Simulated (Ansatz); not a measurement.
# SiGe (quintet): wave-function methods side by side, aug-cc-pVDZ

The task here is to estimate one member of a computed series from the others.

Computed with Ansatz 0.2.0, Gaussian basis. Level: aug-cc-pVDZ, core rule «outside noble gas», up to 19 orbitals frozen.

To be run: UHF; CCSD(T) on ROHF; CCSD(T) on UHF; BCCD(T) on ROHF; CISD; CCSDT(Q) on ROHF; CCSDT(Q) on UHF; CASSCF and MRCISD+Q, 8 electrons in 8 orbitals; CASSCF and NEVPT2, 8 electrons in 8 orbitals.

24 further runs of the same task are left out: 19 that didn't finish, 5 set aside as unsound or not needed.

**The geometry**

The geometry is a PBE0/def2-TZVPD stationary point (not a proven minimum) of the parent state, kept for this charge and spin. No spin-orbit coupling is included. The filled d shell of Ge may be among the frozen orbitals whatever the setting's name suggests; the logs give the count.

2 atoms, charge 0, spin multiplicity 5.

Atoms are counted from 1 here; the program's logs count them from 0.

Bond lengths: Si1–Ge2 2.463 Å.

Set-up of the first run:

File in.yaml:

```yaml
crystal:
  periodic: [false, false, false]
  atoms:
    - {symbol: Si, position_ang: [0.000000, 0.000000, 0.000000]}
    - {symbol: Ge, position_ang: [0.000000, 0.000000, 2.463500]}
basis:
  gaussian: {orbitals: aug-cc-pVDZ}
magnetization: {spin_polarized: true, initial_magnetization: 4}
hamiltonian: {xc: hf}
output: {orbitals: {seedname: orbitals}}
```

The run is started by

```
ansatz run in.yaml --threads 1 --pin off --events-out ev --progress --plain --max-ram 2393MiB
```

Steps of the session up to this table: UHF; CCSD(T) on ROHF; CCSD(T) on UHF; BCCD(T) on ROHF; CISD; CCSDT(Q) on ROHF; CCSDT(Q) on UHF; CASSCF and MRCISD+Q, 8 electrons in 8 orbitals; CASSCF and NEVPT2, 8 electrons in 8 orbitals.

One of the session's tables, all rows but one given; the rest of the session is left out.

It belongs to the step «Misses and costs». 

| method | from UCCSDT(Q) (kcal/mol) |
| --- | --- |
| ROHF | +96.85 |
| UHF | +94.73 |
| RMP2 | +23.27 |
| UMP2 | +23.66 |
| CISD | +8.97 |
| RCCSD | +5.42 |
| UCCSD | +5.13 |
| RCCSD(T) | +1.45 |
| UCCSD(T) | ? |
| BCCD(T) | +1.43 |
| RCCSDT | +0.51 |
| UCCSDT | +0.29 |
| RCCSDT(Q) | +0.22 |
| UCCSDT(Q) | 0 |
| CASSCF valence | +72.44 |
| NEVPT2 valence | +17.42 |
| MRCISD valence | +5.86 |
| MRCISD+Q valence | -0.20 |

Q: Estimate the row for UCCSD(T) from the others.

**Answer.** from UCCSDT(Q) (kcal/mol): +1.23. In the column «from UCCSDT(Q) (kcal/mol)» it lies between RCCSDT (+0.51) and BCCD(T) (+1.43).

Caveats from the session: Restricted and unrestricted rows rest on different reference determinants; where their highest levels disagree by more than a few hundredths of an eV, they describe different states and don't form one ladder.
